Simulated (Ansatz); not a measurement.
# BGeNH (doublet): from Hartree-Fock to the top rungs, cc-pVDZ

The task here is to estimate one member of a computed series from the others.

Program: Ansatz 0.2.0, Gaussian basis. Level of theory: cc-pVDZ, core rule «outside noble gas», up to 16 orbitals frozen. These are calculated values, not measurements.

The runs, in order: UHF; CCSD(T) on ROHF; CCSD(T) on UHF; BCCD(T) on ROHF; CISD as a restricted active space (open shells left free, so some higher excitations enter); CCSDT(Q) on ROHF; CCSDT(Q) on UHF; CASSCF and MRCISD+Q, 9 electrons in 9 orbitals; CASSCF and NEVPT2, 9 electrons in 9 orbitals.

27 further runs of the same task are left out: 14 that didn't finish, 13 set aside as unsound or not needed. Runs told in other sessions of the task aren't counted.

## The geometry

The geometry is a PBE0/def2-TZVP stationary point (not a proven minimum) of the parent state, kept for this charge and spin. No spin-orbit coupling is included. The filled d shell of Ge may be among the frozen orbitals whatever the setting's name suggests.

4 atoms, charge 0, spin multiplicity 2.

Atoms are counted from 1 here; the program's logs count them from 0.

Bond lengths: Ge1–B2 1.973 Å, B2–N3 1.239 Å, N3–H4 0.992 Å. Angles: Ge1–B2–N3 180.0°, B2–N3–H4 180.0°.

The first run:

Contents of in.yaml:

```yaml
crystal:
  periodic: [false, false, false]
  atoms:
    - {symbol: Ge, position_ang: [0.000000, 0.000000, -2.347399]}
    - {symbol: B, position_ang: [0.000000, 0.000000, -0.374442]}
    - {symbol: N, position_ang: [0.000000, 0.000000, 0.865005]}
    - {symbol: H, position_ang: [0.000000, 0.000000, 1.856836]}
basis:
  gaussian: {orbitals: cc-pVDZ}
magnetization: {spin_polarized: true, initial_magnetization: 1}
hamiltonian: {xc: hf}
output: {orbitals: {seedname: orbitals}}
```

Run with:

```sh
$ ansatz run in.yaml --threads 1 --pin off --events-out ev --progress --plain --max-ram 2393MiB
```

Among the steps run: UHF; CCSD(T) on ROHF; CCSD(T) on UHF; BCCD(T) on ROHF; CISD as a restricted active space (open shells left free, so some higher excitations enter); CCSDT(Q) on ROHF; CCSDT(Q) on UHF; CASSCF and MRCISD+Q, 9 electrons in 9 orbitals; CASSCF and NEVPT2, 9 electrons in 9 orbitals.

One table of the session follows, with a row left open; its other results are not shown here.

| method | from UCCSDT(Q) (meV) |
| --- | --- |
| ROHF | +9245.6 |
| UHF | +9147.2 |
| RMP2 | +1102.2 |
| UMP2 | +1116.8 |
| CISD | +1325.6 |
| RCCSD | +419.5 |
| UCCSD | +414.2 |
| RCCSD(T) | ? |
| UCCSD(T) | +61.3 |
| BCCD(T) | +63.1 |
| RCCSDT | +36.4 |
| UCCSDT | +33.7 |
| RCCSDT(Q) | +7.6 |
| UCCSDT(Q) | 0 |

Q: Estimate the row for RCCSD(T) from the others.

The run gave: from UCCSDT(Q) (meV): +63.0. In the column «from UCCSDT(Q) (meV)» it lies between UCCSD(T) (+61.3) and BCCD(T) (+63.1).

Left out of the table: CASSCF frontier, NEVPT2 frontier, MRCISD frontier, MRCISD+Q frontier (the active space lost an orbital or holds another state than full CI finds).

Caveats from the session: Restricted and unrestricted rows rest on different reference determinants; a gap between their highest levels can come from leftover correlation error, from unlike frozen cores or from another state. Warnings in the runs' records: passed over end.
